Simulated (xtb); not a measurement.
# GFN1-xTB (GBSA dmso, surface grid extreme) run of CH4BClFGa (SMILES FC[B](Cl)[GaH2])

Aim: a geometry optimisation of CH4BClFGa. 

The calculation is run with xtb 6.7.1 later snapshot.

2 further runs of the same task are left out: 2 set aside as unsound or not needed.

### 1 The system as given

CH4BClFGa: 9 atoms, total charge 0, spin state singlet. As SMILES, `FC[B](Cl)[GaH2]`. The shape was relaxed beforehand at GFN1-xTB. This is one conformer, not always the lowest. The run starts from this shape.

Bond lengths: F1–C2 1.410 Å, C2–B3 1.595 Å, B3–Cl4 1.764 Å, B3–Ga5 2.088 Å, C2–H6 1.095 Å, C2–H7 1.095 Å, Ga5–H8 1.561 Å, Ga5–H9 1.561 Å. Some angles: F1–C2–B3 103.3°, C2–B3–Cl4 115.6°, C2–B3–Ga5 105.2°, Cl4–B3–Ga5 139.2°, F1–C2–H6 106.0°, F1–C2–H7 106.0°, B3–C2–H6 115.8°, B3–C2–H7 115.9°, B3–Ga5–H8 121.2°, B3–Ga5–H9 121.2°.

### 2 A structure relaxation at GFN1-xTB (GBSA dmso, surface grid extreme)

Contents of detailed.inp:

```
$gbsa
   gbsagrid=extreme
$end
```

Contents of mol.coord:

```
$coord
      1.892560713813      0.658342787297      2.002958514013  f
      2.116871204806      0.915099875850     -0.639407731528  c
     -0.525986369528     -0.111531635875     -1.663318037634  b
     -0.905764628794     -0.058184667377     -4.974836303906  cl
     -2.551734980605     -1.153186470292      1.558381545934  ga
      3.783061626150     -0.186988400032     -1.181097725152  h
      2.503490272643      2.918285156998     -0.988288968657  h
     -2.197146770580     -3.807854832905      2.796341130176  h
     -4.115351067904      0.825999289074      3.089248679493  h
$end
```

Launch:

```console
$ xtb mol.coord -c 0 --gfn1 --opt --gbsa dmso -I detailed.inp | tee mol.out
```

**Question.** What will come out? Wanted: total energy at the end; dipole moment; HOMO energy; LUMO energy; HOMO–LUMO gap; dispersion energy; solvent term in the energy.

Computed results:

Level: GFN1-xTB (GBSA dmso, surface grid extreme).

| quantity | value |
| --- | --- |
| total energy at the end | -16.43534 Eh |
| dipole moment | 1.95 D |
| HOMO energy | -11.24 eV |
| LUMO energy | -7.91 eV |
| HOMO–LUMO gap | 3.33 eV |
| dispersion energy | -7.51 kJ/mol |
| solvent term in the energy | -24.1 kJ/mol |

What this shows: At the final geometry: Bond lengths: F1–C2 1.417 Å, C2–B3 1.592 Å, B3–Cl4 1.764 Å, B3–Ga5 2.091 Å, C2–H6 1.094 Å, C2–H7 1.094 Å, Ga5–H8 1.566 Å, Ga5–H9 1.566 Å. Some angles: F1–C2–B3 103.1°, C2–B3–Cl4 115.9°, C2–B3–Ga5 105.9°, Cl4–B3–Ga5 138.2°, F1–C2–H6 105.9°, F1–C2–H7 105.9°, B3–C2–H6 116.0°, B3–C2–H7 116.0°, B3–Ga5–H8 121.5°, B3–Ga5–H9 121.5°. The optimisation took 4 steps and changed the energy by -0.002 eV. Mulliken charges run from -0.28 on F1 to +0.29 on Ga5.
